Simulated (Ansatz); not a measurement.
**F₃H₃SSi₂: how energies converge with the basis set**

An exercise on one series of results from a longer session: the logs are not shown, and one member is left open.

Computed with Ansatz 0.2.0, Gaussian basis. Level: one geometry, several basis sets.

Plan: PBE0-D4/def2-SVP; ωB97M-V/def2-SVP; PBE0-D4/def2-QZVPP; ωB97M-V/def2-QZVPP; the functionals' def2-TZVPP values are taken from earlier runs.

## The geometry

All runs share one geometry, relaxed beforehand with PBE0-D4 in a triple-zeta def2 set.

SMILES `F[SiH2]S[SiH](F)F`, 9 atoms, charge 0, spin multiplicity 1.

Atoms are counted from 1 here; the program's logs count them from 0.

Bond lengths: F1–Si2 1.592 Å, Si2–S3 2.135 Å, Si2–H7 1.477 Å, Si2–H8 1.476 Å, S3–Si4 2.107 Å, Si4–F5 1.584 Å, Si4–F6 1.585 Å, Si4–H9 1.469 Å. Angles: F1–Si2–S3 110.4°, F1–Si2–H7 108.2°, F1–Si2–H8 108.0°, S3–Si2–H7 110.5°, S3–Si2–H8 106.3°, H7–Si2–H8 113.4°, Si2–S3–Si4 98.8°, S3–Si4–F5 111.1°, S3–Si4–F6 110.7°, S3–Si4–H9 110.0°, F5–Si4–F6 105.9°, F5–Si4–H9 109.0°, F6–Si4–H9 110.0°.

Set-up of the first run:

in.yaml

```yaml
crystal:
  periodic: [false, false, false]
  atoms:
    - {symbol: F, position_ang: [-1.281985, -2.081585, 0.677646]}
    - {symbol: Si, position_ang: [-0.184252, -1.055081, 1.202552]}
    - {symbol: S, position_ang: [1.266557, -0.678188, -0.317182]}
    - {symbol: Si, position_ang: [0.353587, 0.988696, -1.226622]}
    - {symbol: F, position_ang: [0.461613, 2.271721, -0.304222]}
    - {symbol: F, position_ang: [-1.196089, 0.734076, -1.437563]}
    - {symbol: H, position_ang: [-0.867830, 0.196364, 1.587456]}
    - {symbol: H, position_ang: [0.541101, -1.694662, 2.318148]}
    - {symbol: H, position_ang: [0.995700, 1.272262, -2.517412]}
basis:
  gaussian: {orbitals: def2-SVP}
hamiltonian: {xc: pbe0, dispersion: d4}
output: {orbitals: {seedname: orbitals}}
```

Steps of the session up to this table: PBE0-D4 in def2-SVP; ωB97M-V in def2-SVP; PBE0-D4 in def2-QZVPP; ωB97M-V in def2-QZVPP.

One table of the session follows, with a row left open; its other results are not shown here.

```
functional       basis  HOMO (eV)  LUMO (eV)
   PBE0-D4    def2-SVP      -8.52       0.28
   PBE0-D4  def2-TZVPP      -8.57      -0.24
   PBE0-D4  def2-QZVPP      -8.59      -0.39
   ωB97M-V    def2-SVP     -10.66       2.26
   ωB97M-V  def2-TZVPP          ?          ?
   ωB97M-V  def2-QZVPP     -10.78       1.24
```

Estimate the missing values for ωB97M-V, def2-TZVPP.

**Answer.** HOMO (eV): -10.75; LUMO (eV): 1.56. In the column «HOMO (eV)» it lies between ωB97M-V, def2-QZVPP (-10.78) and ωB97M-V, def2-SVP (-10.66).
